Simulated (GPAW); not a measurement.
HfMoC2:

```
CELL_PARAMETERS angstrom
3.19142 0.00000 0.00000
0.00000 3.19142 0.00000
0.00000 0.00000 4.48516
ATOMIC_POSITIONS crystal
Hf 0.00000 0.00000 0.00000
Mo 0.50000 0.50000 0.50000
C 0.50000 0.50000 0.00000
C 0.00000 0.00000 0.50000
```

The cell comes from a database or a generator and needn't be the stable form of this composition.

```yaml
Program: GPAW 26.7.0
Task: single point
Functional: PBEsol
Potentials_or_basis: PAW data sets generated in the run's folder for this functional
Cutoff: 800 eV
Basis: pw
k_mesh: 8 × 8 × 6
Occupations: fermi-dirac, width 0.05 eV
Spin: no spin polarisation
```

On this cell: pressure -8.0 GPa; largest force under 0.003 eV/Å; band gap on the k mesh none (metal or under the smearing width).

The same run follows on a disturbed copy (atoms moved at random, drawn with an rms of 0.05 Å):

```xyz
4
Lattice="3.1914 0.0000 0.0000 0.0000 3.1914 0.0000 0.0000 0.0000 4.4852" Properties=species:S:1:pos:R:3 pbc="T T T"
Hf   -0.0278    0.0038   -0.0421
Mo    1.6183    1.5907    2.2672
C     1.5645    1.5231    0.0454
C     0.0362   -0.0202    2.2248
```

What does the disturbed cell give?

The energy (extrapolated to zero smearing) moves by +23.7 meV/atom; pressure -7.4 GPa; largest force 1.300 eV/Å; band gap on the k mesh none (metal or under the smearing width).

Forces in eV/Å, atoms in the order of the input:
```
Hf   0.276 -0.851  0.943
Mo  -0.315 -0.153 -0.557
C    0.274  1.026 -0.501
C   -0.235 -0.022  0.116
```

Stress tensor (GPa, compression positive):
```
 -6.04   0.02   0.14
  0.02  -6.14   0.10
  0.14   0.10 -10.10
```
